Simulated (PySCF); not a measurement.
# H3LaN (La(NH3)3+): the cost of one run

Program: PySCF 2.14.0. Level of theory: several levels, as the steps say, no spin–orbit coupling. These are calculated values, not measurements.

6 further runs of the same task are left out: 1 for a known fault of the program, 1 that didn't finish, 4 set aside as unsound or not needed.

## Step 1: Starting geometry

5 atoms, charge 3, spin multiplicity 1.

Bond lengths: La1–N2 2.486 Å, N2–H3 1.054 Å, N2–H4 1.054 Å, N2–H5 1.054 Å. Angles: La1–N2–H3 115.9°, La1–N2–H4 115.9°, La1–N2–H5 115.9°, H3–N2–H4 102.4°, H3–N2–H5 102.4°, H4–N2–H5 102.4°.

As a file:

```
La    0.0000    0.0000   -0.2237
N     0.0000    0.0000    2.2622
H     0.9488    0.0000    2.7222
H    -0.4744    0.8217    2.7222
H    -0.4744   -0.8217    2.7222
```

Formal oxidation states: La +3. The 4f shell is empty and lies in the core potential. An earlier session relaxed this geometry at PBE, La lcecp-1-SVP with ECP46, N def2-SVP, H def2-SVP (singlet, point group C3v).

At PBE on the finer grid: E = -86.784507 Eh, HOMO -25.26 eV, LUMO -20.52 eV, Mulliken charge on La1 +2.48 e, largest force component 0.010 eV/Å. The large-core potential holds the 4f shell empty.

Levels to run: M06-L; CAM-B3LYP; r2SCAN; BLYP; PBE, TZVP; PBE, x2c-SVP. Hardware: 2 threads of Arm Neoverse V1, shared host.

## Step 2: M06-L

Contents of run.py (the lines that set the calculation):

```python
mol = gto.M(atom='''
La     0.00000     0.00000    -0.22372
N      0.00000     0.00000     2.26218
H      0.94882     0.00004     2.72218
H     -0.47444     0.82168     2.72218
H     -0.47438    -0.82172     2.72218''',
    basis={'La': 'lcecp-1-SVP', 'N': 'def2-SVP', 'H': 'def2-SVP'},
    ecp={'La': 'lcecp-1-SVP'},
    charge=3, spin=0)
mf = dft.RKS(mol, xc='M06L')
mf.grids.atom_grid = (75, 302)  # f atoms: unpruned, at least (60, 302)
mf = mf.density_fit()  # fitting sets: La AutoAux, N def2-universal-JKFIT, H def2-universal-JKFIT
mf.conv_tol = 1e-08; mf.max_cycle = 55
mf.kernel(dm0)  # dm0: the density of the relaxed state
```

Launch:

```
$ OMP_NUM_THREADS=2 python run.py
```

**Question.** How long does this run take on 2 threads of Arm Neoverse V1, shared host?

About 2.7 s.
